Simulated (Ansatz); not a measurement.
# Iron, A15 under BLYP: relaxation and energy

The plan for iron in the A15 structure: relax it, then solve it on a dense k-mesh. Spin polarisation is left out, though the real metal is magnetic, so this state lies above the ground state. The k-meshes are 6×6×6 for the relaxation; 8×8×8 for the dense run.

Program: Ansatz 0.2.0. Level of theory: DFT BLYP, plane waves (420 eV) with PAW, scalar-relativistic; PAW files made under PBE, frozen cores solved again for the functional. These are calculated values, not measurements.

## (1) The starting structure

Symmetry: Pm-3n, No. 223, cubic system. The conventional cell has a = 4.550 Å, b = 4.550 Å, c = 4.550 Å, α = 90.00°, β = 90.00°, γ = 90.00°. Fe (site symmetry m-3) has 12 Fe at 2.54 Å as nearest neighbours. Around Fe (site symmetry -4m2) lie 6 Fe at 2.28 to 2.54 Å.

Structure file:

```
CELL_PARAMETERS angstrom
4.55029 0.00000 0.00000
0.00000 4.55029 0.00000
0.00000 0.00000 4.55029
ATOMIC_POSITIONS crystal
Fe 0.00000 0.00000 0.00000
Fe 0.50000 0.50000 0.50000
Fe 0.25000 0.00000 0.50000
Fe 0.75000 0.00000 0.50000
Fe 0.50000 0.25000 0.00000
Fe 0.50000 0.75000 0.00000
Fe 0.00000 0.50000 0.25000
Fe 0.00000 0.50000 0.75000
```

## (2) Relaxation of the cell

input.yaml reads:

```yaml
crystal:
  lattice:
    - [4.5502851155, 0.0, 0.0]
    - [0.0, 4.5502851155, 0.0]
    - [0.0, 0.0, 4.5502851155]
  atoms:
    - { symbol: Fe, position: [0.0, 0.0, 0.0] }
    - { symbol: Fe, position: [0.5, 0.5, 0.5] }
    - { symbol: Fe, position: [0.25, 0.0, 0.5] }
    - { symbol: Fe, position: [0.75, 0.0, 0.5] }
    - { symbol: Fe, position: [0.5, 0.25, 0.0] }
    - { symbol: Fe, position: [0.5, 0.75, 0.0] }
    - { symbol: Fe, position: [0.0, 0.5, 0.25] }
    - { symbol: Fe, position: [0.0, 0.5, 0.75] }
hamiltonian:
  xc: blyp
  pseudopotentials:
    kind: paw
    azcp:
      Fe: "pseudopotentials/Fe.paw.azcp"
basis:
  ecutwfc: 420
  fft_grid_basis: typed
kpoints:
  mp_grid: { grid: [6, 6, 6], shift: [0, 0, 0] }
magnetization:
  spin_polarized: false
scf:
  occupations: { method: fermi_dirac, width: 0.1 }
relax:
  max_steps: 60
  f_tol: 0.01
  cell: {}
```

The run is started by

```console
ansatz run input.yaml --threads 4 --pin off --max-ram 8192MiB --backend cpu --events-out ev --progress --plain --runs-dir out
```

The runs that follow: The energy on a finer k-mesh.

Before running it: what results should come out? Wanted: space group; conventional cell; volume; shortest distance; gap on the mesh; relative to bcc, ferromagnetic.

**Answer**, as computed:

```
                      quantity                         value
space group (spins left aside)               Pm-3n (No. 223)
             conventional cell                   a = 4.438 Å
                        volume                10.923 Å³/atom
             shortest distance                       2.219 Å
               gap on the mesh  none (levels filled in part)
relative to bcc, ferromagnetic                 +336 meV/atom
```

**Reading.** From the guessed start the volume shrank by 7.2 % in 7 steps. It lies 336 meV/atom above the element's reference form at the same level (bcc, ferromagnetic, from a run of its own); part of this is magnetic energy, as this run has no moments. No gap shows: it is a metal or semimetal at this level. The symmetry was held, so the structure may be unstable against distortions that break it.
